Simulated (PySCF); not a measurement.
**InCl₂: doublet, from a linear start**

The task is one start of a wider search on InCl₂: the doublet, from a linear start. It is relaxed, tested by its Hessian and followed downhill if it is a saddle.

Method: PBE0, basis In def2-TZVP with ECP28, Cl def2-TZVP, scalar-relativistic core potentials, no spin–orbit coupling, density fitting; program: PySCF 2.14.0.

## (1) The system as given

3 atoms, charge 0, spin multiplicity 2.

Bond lengths: In1–Cl2 2.410 Å, In1–Cl3 2.410 Å. Angles: Cl2–In1–Cl3 180.0°.

Coordinates in bohr (charge 0 multiplicity 2):
```
In    0.0000    0.0000    0.0000
Cl    0.0000    0.0000    4.5542
Cl    0.0000    0.0000   -4.5542
```

## (2) Relaxing the doublet from the linear start

The steps below are one call of a driver around PySCF. For each, scf.py gives the equivalent set-up of the SCF; relaxations use the driver's own optimiser. Before each start the driver seeks the lowest SCF state from one or more starting densities and follows internal instabilities, so scf.py alone need not reach the same state.

The program finds D∞h symmetry in the start, which this walk keeps. The walk stops when the largest gradient is under 0.0003 Eh/bohr and the energy has settled too.

Contents of scf.py:

```python
from pyscf import gto, scf, dft
mol = gto.M(atom='''
In     0.000000     0.000000     0.000000
Cl     0.000000     0.000000     2.410000
Cl     0.000000     0.000000    -2.410000''',
    basis={'In': 'def2-TZVP', 'Cl': 'def2-TZVP'},
    ecp={'In': 'def2-TZVP'},
    charge=0, spin=1)
mf = dft.UKS(mol, xc='PBE0')
mf.grids.atom_grid = (50, 194)
aux = {'In': 'def2-universal-JKFIT', 'Cl': 'def2-universal-JKFIT'}
mf = mf.density_fit(auxbasis=aux)
mf.kernel()
```

Further steps of the session: Is it a minimum? Harmonic modes; Downhill along the imaginary mode; Frequencies.

**Question.** What will these runs give? Wanted: minimum; geometry; wavenumbers; dipole moment; highest occupied, lowest empty level; polar-tensor charge of In1; zero-point energy; atomisation energy; ⟨S²⟩.

The runs gave:

```
                                          quantity                                value
                                           minimum                         doublet, C2v
                                          geometry  In–Cl 2.353 Å (×2); Cl–In–Cl 119.5°
                                wavenumbers (cm⁻¹)          83 (a1), 322 (a1), 351 (b2)
                                     dipole moment                               2.57 D
highest occupied, lowest empty level (either spin)                      -7.11, -4.45 eV
                        polar-tensor charge of In1                              +1.07 e
                                 zero-point energy                           4.5 kJ/mol
                               entropy at 298.15 K                      313.8 J/(mol K)
         atomisation energy (no zero-point energy)                           630 kJ/mol
                                              ⟨S²⟩                                0.754
```

What this shows: The linear start (D∞h) ends in a minimum of C2v symmetry, after a stop at a second-order saddle point 37.4 kJ/mol higher, from which it was pushed off along an imaginary mode. The strongest infrared band lies at 351 cm⁻¹ (b2, stretch). Most of the spin sits on In1 (Mulliken spin 0.67, against 1 for the whole molecule). Other starts or spin states, not run here, may lie lower. The soft modes, below some 90 cm⁻¹, carry numerical noise of tens of cm⁻¹, and the entropy with them. With an element this heavy the missing spin–orbit coupling can shift these numbers.
